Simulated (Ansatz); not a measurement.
This script drives Ansatz's Python interface.

Script `methods_c2h4clfsi.py`:
```python
"""C2H4ClFSi at several levels of theory."""

from pathlib import Path

import ansatz as az
from ase import Atoms
import numpy as np


def main() -> None:
    atoms = Atoms(["C", "C", "Si", "F", "Cl", "H", "H", "H", "H"], positions=[
        (0.6415, 0.783, 1.2205),
        (0.623, 0.2289, 0.0076),
        (-0.6991, -0.8102, -0.7677),
        (0.1019, -1.8057, -1.7918),
        (-1.8359, 0.5211, -1.7746),
        (-0.2567, 0.762, 1.8807),
        (1.4592, 1.4316, 1.5526),
        (1.5386, 0.3683, -0.6302),
        (-1.4839, -1.5253, 0.2857),
    ])
    system = az.Crystal.molecule_from_ase(atoms)

    base = system.calculation().basis(gaussian="cc-pVDZ")

    print("functional    E (Ha)        dipole (D)   HOMO (eV)  LUMO (eV)")
    for name in ["revpbe", "hse06", "cam_b3lyp", "b3lyp", "lc_wpbe"]:
        rep = base.functional(name).forces().orbitals().run(threads=1, backend="cpu", runs_dir="runs").report
        lines = Path(rep["orbitals_path"]).read_text().splitlines()
        field_of = lambda key: [line.split("=")[1].strip() for line in lines if line.startswith(key)]
        orbitals = [(27.211386 * float(e), s, float(n)) for e, s, n in zip(field_of("Ene="), field_of("Spin="), field_of("Occup="))]
        homo = max(e for e, _, n in orbitals if n > 0.5)
        lumo = min(e for e, _, n in orbitals if n < 0.5)
        dipole = 4.803205 * np.linalg.norm(rep["charge_distribution"]["dipole_moment_e_ang"])
        print(f"{name:10s} {rep['free_energy_ev'] / 27.211386246:14.6f} {dipole:9.3f} {homo:11.3f} {lumo:10.3f}")


if __name__ == "__main__":
    main()
```

It is started by `python methods_c2h4clfsi.py`. Estimate its wall time and peak memory on 1 thread of Arm Neoverse V1, on a shared host.

It took about 24 s, with a peak of 0.3 GiB, for 5 runs of the engine.

Running `python methods_c2h4clfsi.py` prints:
```text
functional    E (Ha)        dipole (D)   HOMO (eV)  LUMO (eV)
revpbe        -928.032555     1.574      -6.916     -1.596
hse06         -927.752505     1.782      -7.776     -1.094
cam_b3lyp     -928.184027     1.755      -9.465      0.545
b3lyp         -928.271841     1.701      -7.880     -0.862
lc_wpbe       -927.907175     1.807     -10.955      1.654
```

What to keep in mind:
- Total energies depend on the basis set; only differences at equal settings carry meaning.
- The geometry is a force-field or estimated start, not a minimum of this method, and the basis set is short of its limit. A lower total doesn't mark the better method: functionals have no common bound, and MP2 and coupled cluster aren't variational.
- b3lyp holds the VWN-RPA fit, as in Gaussian; the form of ORCA and Turbomole is b3lyp5.
- Levels such as HOMO and LUMO are orbital energies: with these approximate functionals they aren't the ionisation energy and electron affinity, and their gap isn't the fundamental gap.
- For Al to Cl the sets with a tight d function, cc-pV(X+d)Z, are usual.
- hse06 follows the composition of plane-wave codes, whose totals differ by tens of mHa, up to about 0.1 Ha, from the form usual in Gaussian-basis programs (wpbeh).

(Lines on the test bed's own set-up are left out of the output.)
